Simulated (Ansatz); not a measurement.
# BrClFHHfO: reading failed and doubtful runs

5 inputs were typed for BrClFHHfO. Each is run as it stands; the log then has to tell whether the result can be used.

Method: the settings change from run to run; program: Ansatz 0.2.0, Gaussian basis.

### Step 1. The relaxed structure

The geometry comes from an earlier relaxation with PBE0-D4 in a triple-zeta def2 set; it is a stationary point. Hf takes a core potential in def2 sets; no spin-orbit term is included.

SMILES `[OH][Hf]([F])([Cl])[Br]`, 6 atoms, charge 0, spin multiplicity 1.

Atoms are counted from 1 here; the program's logs count them from 0.

Bond lengths: O1–Hf2 1.886 Å, O1–H6 0.952 Å, Hf2–F3 1.893 Å, Hf2–Cl4 2.342 Å, Hf2–Br5 2.502 Å. Angles: Hf2–O1–H6 178.2°, O1–Hf2–F3 108.7°, O1–Hf2–Cl4 109.7°, O1–Hf2–Br5 109.8°, F3–Hf2–Cl4 108.8°, F3–Hf2–Br5 109.2°, Cl4–Hf2–Br5 110.6°.

Geometry (Å):

```
O    -1.0046    1.0321   -0.2586
Hf    0.2486   -0.3524    0.0028
F     0.1071   -1.5795   -1.4313
Cl   -0.2206   -1.4733    2.0049
Br    2.5638    0.5956    0.0466
H    -1.6523    1.7135   -0.4105
```

### Step 2. Try 1

Contents of in.yaml:

```yaml
crystal:
  periodic: [false, false, false]
  atoms:
    - {symbol: O, position_ang: [-1.004573, 1.032143, -0.258570]}
    - {symbol: Hf, position_ang: [0.248561, -0.352351, 0.002754]}
    - {symbol: F, position_ang: [0.107129, -1.579512, -1.431316]}
    - {symbol: Cl, position_ang: [-0.220568, -1.473318, 2.004948]}
    - {symbol: Br, position_ang: [2.563756, 0.595632, 0.046625]}
    - {symbol: H, position_ang: [-1.652307, 1.713505, -0.410542]}
basis:
  gaussian: {orbitals: def2-TZVPP, fitting: {mean_field: cc-pVTZ-jkfit}, point_charges: [{charge: 2.00, position_ang: [6.158, 0.728, 0.666]}]}
hamiltonian: {xc: {name: PBE}}
output: {forces: true}
```

Run with:

```
> ansatz run in.yaml --threads 4 --pin off --events-out ev --progress --plain --max-ram 10444MiB
```

The log of the run:

```text
Functional definition: PBE
  name "PBE"
  cite "Perdew, Burke & Ernzerhof, Phys. Rev. Lett. 77, 3865 (1996) doi:10.1103/PhysRevLett.77.3865"
  parent pbe
  parameter kappa = 0.804
  parameter beta = 0.06672455060314922
  exchange = pbe_x(kappa = kappa, mu = beta*pi^2/3)
  correlation = pbe_c(beta = beta)
Error: <dir> the basis set cc-pVTZ-JKFIT has no functions for Hf
```

Run time: 0.1 s. Hardware: 4 threads of Arm Neoverse V2, shared host.

What is wrong: The program refused the input. The fitting set named has no entry for an element of this molecule. Cure: leave the fitting key out, or name a set that covers all elements and suits the basis.

### Step 3. Try 2

Contents of in.yaml:

```yaml
crystal:
  periodic: [false, false, false]
  atoms:
    - {symbol: O, position_ang: [-1.004573, 1.032143, -0.258570]}
    - {symbol: Hf, position_ang: [0.248561, -0.352351, 0.002754]}
    - {symbol: F, position_ang: [0.107129, -1.579512, -1.431316]}
    - {symbol: Cl, position_ang: [-0.220568, -1.473318, 2.004948]}
    - {symbol: Br, position_ang: [2.563756, 0.595632, 0.046625]}
    - {symbol: H, position_ang: [-1.652307, 1.713505, -0.410542]}
basis:
  gaussian: {orbitals: def2-TZVPP, fitting: {mean_field: cc-pVTZ-jkfit}}
hamiltonian: {xc: {name: HF}}
accuracy: high
output: {forces: true}
```

Launched as before.

The log of the run:

```text
Functional definition: HF
  name "HF"
  cite "Fock, Z. Phys. 61, 126 (1930) doi:10.1007/BF01340294"
  parent pbe
  exchange = exact_x
  correlation = 0
Error: <dir> the basis set cc-pVTZ-JKFIT has no functions for Hf
```

Wall time 0.05 s (4 threads of Arm Neoverse V2, shared host).

**Diagnosis.** Refused before any calculation. The fitting set named has no entry for an element of this molecule. Cure: leave the fitting key out, or name a set that covers all elements and suits the basis.

### Step 4. Try 3

Contents of in.yaml:

```yaml
crystal:
  periodic: [false, false, false]
  atoms:
    - {symbol: O, position_ang: [-1.004573, 1.032143, -0.258570]}
    - {symbol: Hf, position_ang: [0.248561, -0.352351, 0.002754]}
    - {symbol: F, position_ang: [0.107129, -1.579512, -1.431316]}
    - {symbol: Cl, position_ang: [-0.220568, -1.473318, 2.004948]}
    - {symbol: Br, position_ang: [2.563756, 0.595632, 0.046625]}
    - {symbol: H, position_ang: [-1.652307, 1.713505, -0.410542]}
basis:
  gaussian: {orbitals: def2-TZVP}
magnetization: {spin_polarized: true, initial_magnetization: 4}
hamiltonian: {xc: {name: HSE06}}
correlation: {method: rpa}
```

Launched as before.

The log of the run:

```text
Functional definition: HSE06
  name "HSE06"
  cite "Heyd, Scuseria & Ernzerhof, J. Chem. Phys. 118, 8207 (2003) doi:10.1063/1.1564060"
  cite "Krukau, Vydrov, Izmaylov & Scuseria, J. Chem. Phys. 125, 224106 (2006) doi:10.1063/1.2404663"
  cite "Heyd & Scuseria, J. Chem. Phys. 120, 7274 (2004) doi:10.1063/1.1668634"
  cite "Ernzerhof & Perdew, J. Chem. Phys. 109, 3313 (1998) doi:10.1063/1.476928"
  cite "Perdew, Burke & Ernzerhof, Phys. Rev. Lett. 77, 3865 (1996) doi:10.1103/PhysRevLett.77.3865"
  parent pbe
  parameter a = 0.25
  parameter omega = 0.11/bohr
  # The whole range is PBE's own exchange, as in plane waves. The composition of these papers is wPBEh.
  exchange = pbe_x - a*pbe_x_sr(omega) + a*exact_x_sr(omega)
  correlation = pbe_c
1357 factors; integrals over basis functions are off by at most 1.1e-3 eV
88 factors; integrals over basis functions are off by at most 4.2e-7 eV
mean field evaluation 1: about -88618.8092 eV, gradient 5.9e1 eV
mean field evaluation 2: about -88618.9270 eV, gradient 5.9e1 eV
mean field evaluation 4: about -88612.4284 eV, gradient 5.1e1 eV
mean field evaluation 8: about -88624.9957 eV, gradient 3.3e1 eV
mean field evaluation 16: about -88636.2513 eV, gradient 3.7e0 eV
mean field evaluation 32: about -88632.4390 eV, gradient 1.9e1 eV
mean field evaluation 64: about -88636.5115 eV, gradient 2.0e-1 eV
mean field evaluation 96: about -88636.5101 eV, gradient 7.7e-2 eV
mean field evaluation 128: about -88636.4863 eV, gradient 1.9e0 eV
mean field evaluation 160: about -88624.0927 eV, gradient 1.9e1 eV
Error: SIGTERM received: run cancelled behind 182 evaluations of the mean field
```

Wall time 91 s (4 threads of Arm Neoverse V2, shared host).

What is wrong: Time ran out. The spin is set far too high for this molecule. It asks for 4 unpaired electrons; the ground state has 0. To mend it, set initial_magnetization back to that of the ground state.

### Step 5. Try 4

Contents of in.yaml:

```yaml
crystal:
  periodic: [false, false, false]
  atoms:
    - {symbol: O, position_ang: [-1.004573, 1.032143, -0.258570]}
    - {symbol: Hf, position_ang: [0.248561, -0.352351, 0.002754]}
    - {symbol: F, position_ang: [0.107129, -1.579512, -1.431316]}
    - {symbol: Cl, position_ang: [-0.220568, -1.473318, 2.004948]}
    - {symbol: Br, position_ang: [2.563756, 0.595632, 0.046625]}
    - {symbol: H, position_ang: [-1.652307, 1.713505, -0.410542]}
basis:
  gaussian: {orbitals: def2-SVPD}
hamiltonian: {xc: {name: HF}}
correlation: {active_space: {window: {electrons: 6, orbitals: 2}}}
output: {forces: true}
```

The command is unchanged.

The log of the run:

```text
Functional definition: HF
  name "HF"
  cite "Fock, Z. Phys. 61, 126 (1930) doi:10.1007/BF01340294"
  parent pbe
  exchange = exact_x
  correlation = 0
1479 factors; integrals over basis functions are off by at most 9.8e-4 eV
mean field evaluation 1: about -88541.3069 eV, gradient 5.2e1 eV
mean field evaluation 2: about -88541.3725 eV, gradient 5.2e1 eV
mean field evaluation 4: about -88546.4837 eV, gradient 2.3e0 eV
mean field evaluation 8: about -88546.5196 eV, gradient 2.1e-1 eV
mean field -88546.51973669 eV, -3254.0245813365 hartree, gradient 3.0e-6 eV, S^2 0.000000; 0 other end points of the search recorded, 0 dependent functions left out
reference -88546.51973669 eV, -3254.0245813365 hartree; 41, 41 occupied and 116, 116 virtual orbitals, 1479 factors
Error: 6 electrons in 2 orbitals form no window around the highest filled level of the reference
```

It took 1.6 s on 4 threads of Arm Neoverse V2, shared host; peak memory 0.43 GiB.

What is wrong: The run stopped with an error. The active space doesn't fit the electrons. Cure: choose a window whose electrons and orbitals fit the reference.

### Step 6. Try 5

Contents of in.yaml:

```yaml
crystal:
  periodic: [false, false, false]
  atoms:
    - {symbol: O, position_ang: [-1.004573, 1.032143, -0.258570]}
    - {symbol: Hf, position_ang: [0.248561, -0.352351, 0.002754]}
    - {symbol: F, position_ang: [-0.170568, -1.173318, 2.004948]}
    - {symbol: Cl, position_ang: [-0.220568, -1.473318, 2.004948]}
    - {symbol: Br, position_ang: [2.563756, 0.595632, 0.046625]}
    - {symbol: H, position_ang: [-1.652307, 1.713505, -0.410542]}
basis:
  gaussian: {orbitals: def2-mTZVP, nuclear_model: gaussian}
hamiltonian: {xc: {name: B2GP-PLYP}, pseudopotentials: {relativity: none}}
accuracy: high
```

Same command.

The log of the run, shortened:

```text
Functional definition: B2GP-PLYP
  name "B2GP-PLYP"
  cite "Karton, Tarnopolsky, Lamère, Schatz & Martin, J. Phys. Chem. A 112, 12868 (2008) doi:10.1021/jp801805p"
  cite "Becke, Phys. Rev. A 38, 3098 (1988) doi:10.1103/PhysRevA.38.3098"
  cite "Lee, Yang & Parr, Phys. Rev. B 37, 785 (1988) doi:10.1103/PhysRevB.37.785"
[...]
2495 factors; integrals over basis functions are off by at most 9.4e-8 eV
[...]
mean field -87115.14470359 eV, -3201.4225190911 hartree, gradient 6.9e-8 eV, S^2 0.000000; 4 other end points of the search recorded, 0 dependent functions left out; unrestricted orbitals would lower it
16 core orbitals not correlated: weight in the atoms' cores, before any rotation towards them, 0.966 or more for the frozen orbitals, at most 0.044 for the correlated occupied ones
reference -87115.14472144 eV, -3201.4225197471 hartree; 25, 25 occupied and 99, 99 virtual orbitals, 2495 factors
second order -27.52260232 eV of doubles, -0.00000000 eV of singles
Total energy: -87125.05285828 eV, -3201.7866370597 hartree
```

It took 23 s on 4 threads of Arm Neoverse V2, shared host; peak memory 0.73 GiB.

Diagnosis: The run converged, but a converged run isn't a right one. One atom was put on top of another. The shortest distance is 0.30 Å (F3–Cl4), against 0.95 Å in the relaxed molecule. Its energy is no property of the relaxed molecule. Fix: restore the atom's position.

### Step 7. Summary

| try | level | ended | cause | time |
| --- | --- | --- | --- | --- |
| 1 | PBE/def2-TZVPP | refused | the fitting set named has no entry for an element of this molecule | 0.1 s |
| 2 | HF/def2-TZVPP | refused | the fitting set named has no entry for an element of this molecule | 0.05 s |
| 3 | RPA/def2-TZVP | timeout | the spin is set far too high for this molecule | 91 s |
| 4 | HF/def2-SVPD | stopped by an error | the active space doesn't fit the electrons | 1.6 s |
| 5 | B2GP-PLYP/def2-mTZVP | converged | one atom was put on top of another | 23 s |

2 refused, 1 timeout, 1 stopped by an error, 1 converged. A refusal costs next to no computing time. The dangerous case is the input that converges on a wrong geometry, charge, spin, basis or grid: often only a look at the input shows it.
